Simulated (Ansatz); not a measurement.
# B5Ru: a trial structure relaxed

The task: take a trial cell of B5Ru to zero force and stress.

Method: DFT PBE, scalar-relativistic, plane waves, PAW, in Ansatz 0.2.0.

**1. The system as given**

It takes space group F-43m (No. 216, cubic). Conventional cell: a = 5.976 Å, b = 5.976 Å, c = 5.976 Å, α = 90.00°, β = 90.00°, γ = 90.00°. B (site symmetry 3m) is surrounded by 9 B at 2.10 to 2.48 Å and 3 Ru at 2.48 Å. B (site symmetry -43m) has 12 B at 2.48 Å and 4 Ru at 2.59 Å as nearest neighbours. Ru (site symmetry -43m) has 16 B at 2.48 to 2.59 Å as nearest neighbours.

As a file:

```cif
data_structure
_symmetry_space_group_name_H-M 'P 1'
_symmetry_Int_Tables_number 1
_cell_length_a 4.2256
_cell_length_b 4.2256
_cell_length_c 4.2256
_cell_angle_alpha 60.000
_cell_angle_beta 60.000
_cell_angle_gamma 60.000
_cell_volume 53.35
loop_
_atom_site_label
_atom_site_type_symbol
_atom_site_fract_x
_atom_site_fract_y
_atom_site_fract_z
_atom_site_occupancy
B1 B 0.37197 0.87601 0.87601 1
B2 B 0.87601 0.87601 0.87601 1
B3 B 0.25000 0.25000 0.25000 1
B4 B 0.87601 0.87601 0.37197 1
B5 B 0.87601 0.37197 0.87601 1
Ru1 Ru 0.50000 0.50000 0.50000 1
```

The cell is invented: species swapped into a database cell of HfNi5 (F-43m, No. 216), with Ru on the Hf sites and B on the Ni sites. Its size is a rough estimate.

**2. Probe: one point on a coarse mesh**

Input file input.yaml:

```yaml
crystal:
  lattice:
    - [0.0, 2.9879618, 2.9879618]
    - [2.9879618, 0.0, 2.9879618]
    - [2.9879618, 2.9879618, 0.0]
  atoms:
    - { symbol: B, position: [0.37197143, 0.87600952, 0.87600952] }
    - { symbol: B, position: [0.87600952, 0.87600952, 0.87600952] }
    - { symbol: B, position: [0.25, 0.25, 0.25] }
    - { symbol: B, position: [0.87600952, 0.87600952, 0.37197143] }
    - { symbol: B, position: [0.87600952, 0.37197143, 0.87600952] }
    - { symbol: Ru, position: [0.5, 0.5, 0.5] }
basis:
  ecutwfc: 420
kpoints:
  mp_grid: { grid: [6, 6, 6] }
hamiltonian:
  xc: pbe
scf:
  occupations: { method: gaussian, width: 0.1 }
  lower_state_search: "off"
output:
  forces: true
  stress: true
  eigenvalues: true
```

The run is started by

```console
ansatz run input.yaml --threads 1 --pin off --max-ram 2048MiB --backend cpu --events-out ev --progress --plain --runs-dir out
```

Standard output, cut to the lines that bear on the results:

```text
[...]
SCF converged after 6 iterations
Free energy (F): -6651.540128 eV
[...]
E sigma→0 (E₀):  -6651.529432 eV
Entropy (-TS):   -0.021392 eV (-3.565 meV/atom)
Fermi energy:    14.113223 eV
[...]
--- Forces (eV/Å), atoms counted from 1 ---
  atom   1  B     -0.02262386     0.02262386     0.02262386
  atom   2  B     -0.02262386    -0.02262386    -0.02262386
  atom   3  B      0.00000000    -0.00000000     0.00000000
  atom   4  B      0.02262386     0.02262386    -0.02262386
  atom   5  B      0.02262386    -0.02262386     0.02262386
  atom   6  Ru     0.00000000    -0.00000000     0.00000000
[...]
--- Stress (GPa, compression-positive) ---
      -36.275219      -0.000000      -0.000000
        0.000000     -36.275219      -0.000000
       -0.000000      -0.000000     -36.275219
  P = ⅓ Tr σ = -36.2752 GPa (-362.752 kbar)
--- Band table (eV; the first three rows and the last of 16) ---
  k-point 0: bands = ["-59.8475", "-29.8566", "-29.8566", "-29.8566", "-1.2122", "6.0499", "6.8683", "6.8683", "6.8683", "8.5730", "8.5730", "10.2809", "10.2809", "10.2809", "10.2883", "14.9300", "14.9300", "14.9300", "15.3990", "15.3990", "15.3990", "16.6483"]
[...]
```

It took 1.8 s on 1 thread of Intel Xeon Platinum 8259CL at 2.50GHz (Skylake/Cascade Lake), shared host; peak memory 0.45 GiB.

Read-out: pressure -36.3 GPa, largest force 0.04 eV/Å, gap on this mesh none (metal). A cheap, loose relaxation comes first.

**3. A loose first relaxation**

input.yaml, as its differences from that of step 2:

```diff
@@ -25 +25,6 @@
   eigenvalues: true
+relax:
+  adjacent_minimum: "off"
+  f_tol: 0.04
+  max_steps: 70
+  cell: { stress_tol: 0.4 }
```

The run is started by

```console
ansatz run input.yaml --threads 1 --pin off --max-ram 2048MiB --backend cpu --events-out ev --progress --plain --runs-dir out
```

Standard output:

```text
Warning: RAYON_NUM_THREADS=1 ignored (pool sized by the plan → 1); use --threads N
Engine: ansatz 0.2.0, x86_64-unknown-linux-gnu
Pseudopotentials: kind: paw
Pseudopotential: B, paw, valence charge 3, recommended cutoff 420 eV (normal), B.paw.azcp
Pseudopotential: Ru, paw, valence charge 16, recommended cutoff 420 eV (normal), Ru.paw.azcp
Functional definition: PBE
  parameter kappa = 0.804
  parameter beta = 0.06672455060314922
  exchange = pbe_x(kappa = kappa, mu = beta*pi^2/3)
  correlation = pbe_c(beta = beta)
Crystal: 6 atoms, lattice volume = 53.353 Å³
Basis set: ecut = 420 eV, 1037 PW (Γ), exchange–correlation on 60×60×60 points (8 copies of the dense FFT grid, shifted against one another)
Bands: 22, of which v1, the nominal top of the filled ones, is band 16 counted from 1 (15 counted from 0)
Symmetry: 24 space group operations
Space group: F-43m (ITA 216), of the structure as read, at distance tolerance 3.8e-5 Å
k-points: 16 of 216 (time reversal used)
Non-local potential: B, projectors of the file, l = 0: 2, l = 1: 2, l = 2: 1
Non-local potential: Ru, projectors of the file, l = 0: 3, l = 1: 2, l = 2: 2, l = 3: 1
PAW form: soft (Blöchl's): semilocal exchange-correlation on the pseudo side does not see the compensation charge
PAW one-centre angular grid: B, 110 points (default); XC on 64 Gauss nodes
PAW one-centre angular grid: Ru, 590 points (default); XC on 64 Gauss nodes
Initial density: superposition of atomic densities (neutral atoms: chi_scale 0, normalization atom), corrected by the library's trained network
Initial wavefunctions: pseudopotential atomic-orbital guess
Functional: x = pbe(κ = 0.804, μ = 0.2195149727645171), c = pbe(β = 0.06672455060314922)
SCF iter   1: F=—  HF=-6651.619247 eV  |F-HF|=—  |Δ(HF+E_count)|=         —  Δρ=2.65e-2  dr2=6.54e-1  ethr=1.77e-3  ⟨swp⟩=4.2  Hψ=1443  notcnv=0
preconditioner: auto → Kerker (q_TF=auto, 2.492 Å⁻¹)  [metal: Δε(μ)=0.006 eV  Ē_g=8.243 eV  σ=0.100 eV  W_gap=0.03  n_scr=14 (ndim 8)  ℏωp=24.4 eV  f_vac=0.000  D(μ)=4.10/eV (n_scr^D=58)]
SCF iter   2: F=—  HF=-6651.554274 eV  |F-HF|=—  |Δ(HF+E_count)|=   6.50e-2  Δρ=1.07e-2  dr2=1.16e-1  ethr=1.77e-3  ⟨swp⟩=1.9  Hψ=514  notcnv=0  defer=3
SCF iter   3: F=—  HF=-6651.540509 eV  |F-HF|=—  |Δ(HF+E_count)|=   1.38e-2  Δρ=1.65e-3  dr2=1.49e-3  ethr=3.74e-4  ⟨swp⟩=1.6  Hψ=349  notcnv=0  defer=11
SCF iter   4: F=—  HF=-6651.540141 eV  |F-HF|=—  |Δ(HF+E_count)|=   3.69e-4  Δρ=3.12e-4  dr2=9.59e-5  ethr=4.81e-6  ⟨swp⟩=2.4  Hψ=536  notcnv=0  defer=11
SCF iter   5: F=—  HF=-6651.540129 eV  |F-HF|=—  |Δ(HF+E_count)|=   1.22e-5  Δρ=7.35e-5  dr2=3.58e-6  ethr=3.09e-7  ⟨swp⟩=1.9  Hψ=426  notcnv=0  defer=11
SCF iter   6: F=-6651.540128 eV  HF=-6651.540128 eV  |F-HF|=5.65e-9  |Δ(HF+E_count)|=   3.95e-7  Δρ=6.19e-6  dr2=1.68e-8  ethr=3.23e-10  ⟨swp⟩=6.6  Hψ=1548  notcnv=0
SCF 1 converged in 6 iterations: F = -6651.540128 eV  dr2 = 1.68e-8
relax step   1: F+E_penalty+E_count = -6651.54012832 eV  Δ(F+E_penalty+E_count) = +0.000e0 eV  max|allowed force component| = 2.262e-2 eV/Å  Δτ_max = 0.0000 Å  P = -36.275 GPa  Ω = 53.353 Å³  (6 SCF iters, dr2 threshold 1.00e-7 eV, accepted)
Crystal: 6 atoms, lattice volume = 45.924 Å³
Basis set: ecut = 420 eV, 893 PW (Γ), exchange–correlation on 60×60×60 points (8 copies of the dense FFT grid, shifted against one another)
Initial density: handed on by an earlier stage of this run
Initial wavefunctions: those handed on with the density
SCF iter   1: F=—  HF=-6652.936068 eV  |F-HF|=—  |Δ(HF+E_count)|=         —  Δρ=4.02e-2  dr2=1.43e0  ethr=3.10e-3  ⟨swp⟩=6.5  Hψ=1823  notcnv=0
preconditioner: auto → Kerker (q_TF=auto, 2.555 Å⁻¹)  [metal: Δε(μ)=0.087 eV  Ē_g=9.467 eV  σ=0.100 eV  W_gap=0.40  n_scr=14 (ndim 8)  ℏωp=26.3 eV  f_vac=0.000  D(μ)=2.58/eV (n_scr^D=26)]
SCF iter   2: F=—  HF=-6652.784894 eV  |F-HF|=—  |Δ(HF+E_count)|=   1.51e-1  Δρ=1.80e-2  dr2=3.15e-1  ethr=3.10e-3  ⟨swp⟩=1.9  Hψ=520  notcnv=0  defer=5
SCF iter   3: F=—  HF=-6652.736715 eV  |F-HF|=—  |Δ(HF+E_count)|=   4.82e-2  Δρ=2.92e-3  dr2=6.32e-3  ethr=1.02e-3  ⟨swp⟩=2.1  Hψ=439  notcnv=0  defer=22
SCF iter   4: F=—  HF=-6652.734665 eV  |F-HF|=—  |Δ(HF+E_count)|=   2.05e-3  Δρ=4.39e-4  dr2=8.00e-5  ethr=2.04e-5  ⟨swp⟩=2.6  Hψ=567  notcnv=0  defer=21
SCF iter   5: F=—  HF=-6652.734656 eV  |F-HF|=—  |Δ(HF+E_count)|=   9.70e-6  Δρ=4.90e-5  dr2=8.01e-7  ethr=2.58e-7  ⟨swp⟩=2.4  Hψ=544  notcnv=0  defer=21
SCF iter   6: F=-6652.734655 eV  HF=-6652.734656 eV  |F-HF|=9.64e-8  |Δ(HF+E_count)|=  8.33e-10  Δρ=1.56e-5  dr2=1.32e-7  ethr=1.94e-9  ⟨swp⟩=7.9  Hψ=1634  notcnv=0
SCF 2 converged in 6 iterations: F = -6652.734655 eV  dr2 = 1.32e-7
relax step   2: F+E_penalty+E_count = -6652.73465542 eV  Δ(F+E_penalty+E_count) = -1.195e0 eV  max|allowed force component| = 8.128e-2 eV/Å  Δτ_max = 0.0024 Å  P = -10.864 GPa  Ω = 45.924 Å³  energy of the carried Pulay correction = +9.628e-3 eV  (6 SCF iters, dr2 threshold 6.00e-7 eV, accepted)
Crystal: 6 atoms, lattice volume = 43.334 Å³
Basis set: ecut = 420 eV, 869 PW (Γ), exchange–correlation on 60×60×60 points (8 copies of the dense FFT grid, shifted against one another)
iter 1 solved again at ethr=7.56e-4 eV; its pass at ethr=3.10e-3 eV (dr2=2.35e-1 eV) is discarded
SCF iter   1: F=—  HF=-6652.832386 eV  |F-HF|=—  |Δ(HF+E_count)|=         —  Δρ=1.69e-2  dr2=2.36e-1  ethr=7.56e-4  ⟨swp⟩=1.0  Hψ=2006  notcnv=0
preconditioner: auto → Kerker (q_TF=auto, 2.580 Å⁻¹)  [metal: Δε(μ)=0.034 eV  Ē_g=9.968 eV  σ=0.100 eV  W_gap=0.19  n_scr=14 (ndim 8)  ℏωp=27.1 eV  f_vac=0.000  D(μ)=3.63/eV (n_scr^D=50)]
SCF iter   2: F=—  HF=-6652.806343 eV  |F-HF|=—  |Δ(HF+E_count)|=   2.60e-2  Δρ=7.79e-3  dr2=5.51e-2  ethr=7.56e-4  ⟨swp⟩=1.1  Hψ=353  notcnv=0
SCF iter   3: F=—  HF=-6652.796903 eV  |F-HF|=—  |Δ(HF+E_count)|=   9.44e-3  Δρ=1.36e-3  dr2=1.51e-3  ethr=1.78e-4  ⟨swp⟩=1.2  Hψ=360  notcnv=0
SCF iter   4: F=—  HF=-6652.796482 eV  |F-HF|=—  |Δ(HF+E_count)|=   4.21e-4  Δρ=2.27e-4  dr2=1.23e-5  ethr=4.89e-6  ⟨swp⟩=2.5  Hψ=568  notcnv=0
SCF iter   5: F=—  HF=-6652.796478 eV  |F-HF|=—  |Δ(HF+E_count)|=   4.07e-6  Δρ=5.33e-5  dr2=1.62e-6  ethr=3.96e-8  ⟨swp⟩=2.4  Hψ=576  notcnv=0
SCF iter   6: F=-6652.796478 eV  HF=-6652.796478 eV  |F-HF|=3.66e-9  |Δ(HF+E_count)|=   2.27e-7  Δρ=8.42e-6  dr2=1.39e-8  ethr=1.94e-9  ⟨swp⟩=5.5  Hψ=1494  notcnv=0
SCF 3 converged in 6 iterations: F = -6652.796478 eV  dr2 = 1.39e-8
relax step   3: F+E_penalty+E_count = -6652.79647808 eV  Δ(F+E_penalty+E_count) = -6.182e-2 eV  max|allowed force component| = 8.135e-2 eV/Å  Δτ_max = 0.0059 Å  P = +4.866 GPa  Ω = 43.334 Å³  energy of the carried Pulay correction = +1.333e-2 eV  (6 SCF iters, dr2 threshold 6.00e-7 eV, accepted)
Crystal: 6 atoms, lattice volume = 44.046 Å³
iter 1 solved again at ethr=7.05e-5 eV; its pass at ethr=3.10e-3 eV (dr2=2.18e-2 eV) is discarded
SCF iter   1: F=—  HF=-6652.812320 eV  |F-HF|=—  |Δ(HF+E_count)|=         —  Δρ=5.28e-3  dr2=2.26e-2  ethr=7.05e-5  ⟨swp⟩=1.0  Hψ=1941  notcnv=0
preconditioner: auto → Kerker (q_TF=auto, 2.573 Å⁻¹)  [metal: Δε(μ)=0.051 eV  Ē_g=9.819 eV  σ=0.100 eV  W_gap=0.28  n_scr=14 (ndim 8)  ℏωp=26.8 eV  f_vac=0.000  D(μ)=3.31/eV (n_scr^D=26)]
SCF iter   2: F=—  HF=-6652.809509 eV  |F-HF|=—  |Δ(HF+E_count)|=   2.81e-3  Δρ=2.41e-3  dr2=5.04e-3  ethr=7.05e-5  ⟨swp⟩=1.0  Hψ=352  notcnv=0
SCF iter   3: F=—  HF=-6652.808565 eV  |F-HF|=—  |Δ(HF+E_count)|=   9.44e-4  Δρ=3.99e-4  dr2=9.69e-5  ethr=1.63e-5  ⟨swp⟩=1.5  Hψ=380  notcnv=0
SCF iter   4: F=—  HF=-6652.808540 eV  |F-HF|=—  |Δ(HF+E_count)|=   2.44e-5  Δρ=5.56e-5  dr2=7.83e-7  ethr=3.13e-7  ⟨swp⟩=2.6  Hψ=603  notcnv=0
iter 5 did not close the SCF: its close was put off for the readings that it lacked (scf_convergence_deferred on its scf_iter line)
SCF iter   5: F=-6652.808540 eV  HF=-6652.808540 eV  |F-HF|=6.55e-8  |Δ(HF+E_count)|=   6.41e-8  Δρ=1.06e-5  dr2=7.42e-8  ethr=2.53e-9  ⟨swp⟩=2.4  Hψ=593  notcnv=0
SCF iter   6: F=-6652.808540 eV  HF=-6652.808540 eV  |F-HF|=2.30e-9  |Δ(HF+E_count)|=   1.03e-8  Δρ=2.74e-6  dr2=3.34e-9  ethr=2.39e-10  ⟨swp⟩=1.9  Hψ=1034  notcnv=0
SCF 4 converged in 6 iterations: F = -6652.808540 eV  dr2 = 3.34e-9
relax step   4: F+E_penalty+E_count = -6652.80854013 eV  Δ(F+E_penalty+E_count) = -1.206e-2 eV  max|allowed force component| = 2.958e-2 eV/Å  Δτ_max = 0.0071 Å  P = -0.028 GPa  Ω = 44.046 Å³  energy of the carried Pulay correction = +1.230e-2 eV  (6 SCF iters, dr2 threshold 6.00e-7 eV, accepted)
Basis set: ecut = 420 eV, 869 PW (Γ), exchange–correlation on 54×54×54 points (8 copies of the dense FFT grid, shifted against one another)
Initial wavefunctions: pseudopotential atomic-orbital guess (no wavefunctions were taken with the density)
iter 1 solved again at ethr=9.46e-8 eV; its pass at ethr=3.10e-3 eV (dr2=2.93e-5 eV) is discarded
SCF iter   1: F=—  HF=-6652.801321 eV  |F-HF|=—  |Δ(HF+E_count)|=         —  Δρ=4.82e-4  dr2=1.37e-5  ethr=9.46e-8  ⟨swp⟩=3.0  Hψ=2376  notcnv=0
preconditioner: auto → Kerker (q_TF=auto, 2.573 Å⁻¹)  [metal: Δε(μ)=0.051 eV  Ē_g=9.816 eV  σ=0.100 eV  W_gap=0.28  n_scr=14 (ndim 8)  ℏωp=26.8 eV  f_vac=0.000  D(μ)=3.40/eV (n_scr^D=50)]
SCF iter   2: F=—  HF=-6652.801340 eV  |F-HF|=—  |Δ(HF+E_count)|=   1.95e-5  Δρ=2.53e-4  dr2=3.42e-6  ethr=4.42e-8  ⟨swp⟩=1.6  Hψ=494  notcnv=0
SCF iter   3: F=—  HF=-6652.801347 eV  |F-HF|=—  |Δ(HF+E_count)|=   6.62e-6  Δρ=2.43e-5  dr2=6.77e-8  ethr=1.10e-8  ⟨swp⟩=2.6  Hψ=600  notcnv=0
iter 4 did not close the SCF: its close was put off for the readings that it lacked (scf_convergence_deferred on its scf_iter line)
SCF iter   4: F=-6652.801347 eV  HF=-6652.801347 eV  |F-HF|=4.27e-10  |Δ(HF+E_count)|=   7.13e-8  Δρ=1.96e-6  dr2=1.18e-9  ethr=2.18e-10  ⟨swp⟩=2.3  Hψ=584  notcnv=0
iter 5 did not close the SCF: its close was put off for the readings that it lacked (scf_convergence_deferred on its scf_iter line)
SCF iter   5: F=-6652.801347 eV  HF=-6652.801347 eV  |F-HF|=6.37e-12  |Δ(HF+E_count)|=  1.56e-10  Δρ=1.58e-7  dr2=1.18e-11  ethr=3.82e-12  ⟨swp⟩=2.1  Hψ=585  notcnv=0
SCF iter   6: F=-6652.801347 eV  HF=-6652.801347 eV  |F-HF|=1.82e-12  |Δ(HF+E_count)|=    0.00e0  Δρ=4.34e-8  dr2=1.20e-12  ethr=1.00e-12  ⟨swp⟩=1.9  Hψ=782  notcnv=0
SCF 5 converged in 6 iterations: F = -6652.801347 eV  dr2 = 1.20e-12
relax step   5: F+E_penalty+E_count = -6652.80134703 eV  Δ(F+E_penalty+E_count) = +7.193e-3 eV  max|allowed force component| = 2.887e-2 eV/Å  Δτ_max = 0.0000 Å  P = -0.181 GPa  Ω = 44.046 Å³  stress off target by 1.81e-1 GPa  SCF on the basis re-selected at this cell (its energy is not comparable with the rows above)  (6 SCF iters)
basis re-selected at this cell: Δ(F+E_penalty+E_count) = +7.193e-3 eV, ΔP = -0.153 GPa vs the last step (what re-selecting the basis moved, of the pressure what is left beyond the Pulay correction that the steps carried, after the strain that the cell walked since its last selection, with what the two solves' SCF thresholds leave and, on support functions, any second-order correction that the steps lacked; it is no measure of the basis error at this ecutwfc). The dense FFT grid was sized anew with the basis: this SCF ran on 27×27×27 points, the steps before it on 30×30×30, so part of this shift can come from that change (see relax.cell in the input reference). This SCF's stress stands 1.81e-1 GPa from its target on what of the cell is left free (relax.cell.stress_tol is 4.00e-1 GPa) and its largest allowed force component is 2.89e-2 eV/Å (relax.f_tol is 4.00e-2 eV/Å): within both
SCF converged after 6 iterations
Free energy (F): -6652.801347 eV
Harris-Foulkes:  -6652.801347 eV  (|F-HF|=1.82e-12)
Internal energy: -6652.784329 eV  (E = F + TS)
E sigma→0 (E₀):  -6652.792838 eV
Entropy (-TS):   -0.017018 eV (-2.836 meV/atom)
Fermi energy:    17.932822 eV
--- Per-component energies (eV) ---
  E_band       = -31.021177
  E_kinetic    = 752.881959
  E_local      = -1800.354318  (includes V_loc(G=0)·N_el)
  E_nonlocal   = 401.164413
  E_hartree    = 640.400348
  E_xc         = -351.915767
  E_vxc        = -431.321115  (∫ρ·V_xc dr)
  E_paw        = -3852.909165  (= ΣΔE_a)
  E_vpaw       = -234.192695  (= ΣTr[D̂ρ^β])
  E_aug_tail   = -0.000169  (compensation charges beyond the density's cutoff)
  E_ewald      = -2442.051631
  E_smearing   = -0.017018  (= −TS)
  E_closure    = -0.000000  (closes the sum)
  Σ components = -6652.801347   (vs F -6652.801347, Δ=0.00e0)
--- Forces (eV/Å), atoms counted from 1 ---
  atom   1  B      0.02887095    -0.02887095    -0.02887095
  atom   2  B      0.02887095     0.02887095     0.02887095
  atom   3  B      0.00000000    -0.00000000    -0.00000000
  atom   4  B     -0.02887095    -0.02887095     0.02887095
  atom   5  B     -0.02887095     0.02887095    -0.02887095
  atom   6  Ru     0.00000000    -0.00000000    -0.00000000
  max |Σ_I F_I| component: 4.57e-16 eV/Å
--- Stress (GPa, compression-positive) ---
       -0.180570      -0.000000       0.000000
        0.000000      -0.180570      -0.000000
        0.000000      -0.000000      -0.180570
  P = ⅓ Tr σ = -0.1806 GPa (-1.806 kbar)
--- Band table (eV; the first three rows and the last of 16) ---
  k-point 0: bands = ["-56.6255", "-26.7055", "-26.7055", "-26.7055", "0.4217", "8.2227", "8.9401", "8.9401", "8.9401", "10.8711", "10.8711", "13.5180", "13.5180", "13.5180", "13.9887", "18.7931", "18.7931", "18.7931", "19.7050", "19.7050", "19.7050", "21.0087"]
  k-point 1: bands = ["-56.6253", "-26.7113", "-26.7066", "-26.7066", "0.7660", "7.1634", "8.8125", "9.0068", "9.0068", "10.6749", "10.6749", "13.7179", "14.0378", "14.0378", "14.9201", "17.8167", "17.8167", "17.9952", "19.9621", "19.9621", "20.8707", "21.8443"]
  k-point 2: bands = ["-56.6249", "-26.7227", "-26.7086", "-26.7086", "1.7472", "5.2707", "8.5602", "8.9209", "8.9209", "11.0004", "11.0004", "13.3609", "13.9435", "13.9435", "16.0918", "17.6750", "17.6750", "19.9894", "20.1506", "20.1506", "21.0002", "22.9607"]
  k-point 15: bands = ["-56.6244", "-26.7246", "-26.7182", "-26.7151", "3.7610", "4.4231", "6.0667", "7.3006", "10.0122", "11.5766", "12.3165", "12.6464", "13.5576", "14.1473", "16.1711", "18.6352", "19.1430", "19.1693", "20.1155", "21.5048", "22.3389", "22.9507"]
--- Relaxed structure (4 steps of the walk, 4 accepted, 1 SCFs on fresh bases) ---
  F+E_penalty+E_count = -6652.80134703 eV   max|allowed force component| = 2.887e-2 eV/Å   (the final SCF, on the basis selected at the relaxed cell)
  cell:  # Å, volume = 44.0462 Å³
    - [2.000285259872356e-33, 2.803019782063122, 2.803019782063122]
    - [2.803019782063122, -1.1781301712388462e-33, 2.803019782063122]
    - [2.803019782063122, 2.803019782063122, 8.090648259182045e-34]
  atoms:
    - { symbol: B, position: [0.36891466749584556, 0.8770284441680515, 0.8770284441680515] }
    - { symbol: B, position: [0.8770284441680515, 0.8770284441680515, 0.8770284441680515] }
    - { symbol: B, position: [0.25, 0.25, 0.25] }
    - { symbol: B, position: [0.8770284441680515, 0.8770284441680515, 0.36891466749584556] }
    - { symbol: B, position: [0.8770284441680515, 0.36891466749584556, 0.8770284441680515] }
    - { symbol: Ru, position: [0.5, 0.5, 0.5] }
```

Run time: 9.6 s. Hardware: 1 thread of Intel Xeon Platinum 8259CL at 2.50GHz (Skylake/Cascade Lake), shared host; peak memory 0.48 GiB.

Step by step:

| step | E - E(step 1) (eV/cell) | largest force component (eV/Å) | pressure (GPa) | volume (Å³) |
| --- | --- | --- | --- | --- |
| 1 | 0.0000 | 0.0226 | -36.28 | 53.35 |
| 2 | -1.1945 | 0.0813 | -10.86 | 45.92 |
| 3 | -1.2564 | 0.0814 | 4.87 | 43.33 |
| 4 | -1.2684 | 0.0296 | -0.03 | 44.05 |
| 5 | -1.2612 | 0.0289 | -0.18 | 44.05 |

Step 1 is the start. Step 5 repeats the geometry before it on a plane-wave basis chosen anew for that cell, so its energy need not be comparable with the rows above.

Lengths and angles in the start's conventional setting:

|  | before | after | change |
| --- | --- | --- | --- |
| a (Å) | 5.976 | 5.606 | -6.2 % |
| b (Å) | 5.976 | 5.606 | -6.2 % |
| c (Å) | 5.976 | 5.606 | -6.2 % |
| volume (Å³/atom) | 8.89 | 7.34 | -17.4 % |
| shortest distance (Å) | 2.096 | 1.950 | -7.0 % |
| space group (0.01 Å) | F-43m | F-43m | same |

The run keeps the 24 symmetry operations of the start, so it could not have lowered the symmetry.

(Part 1 of 3 ends here.)
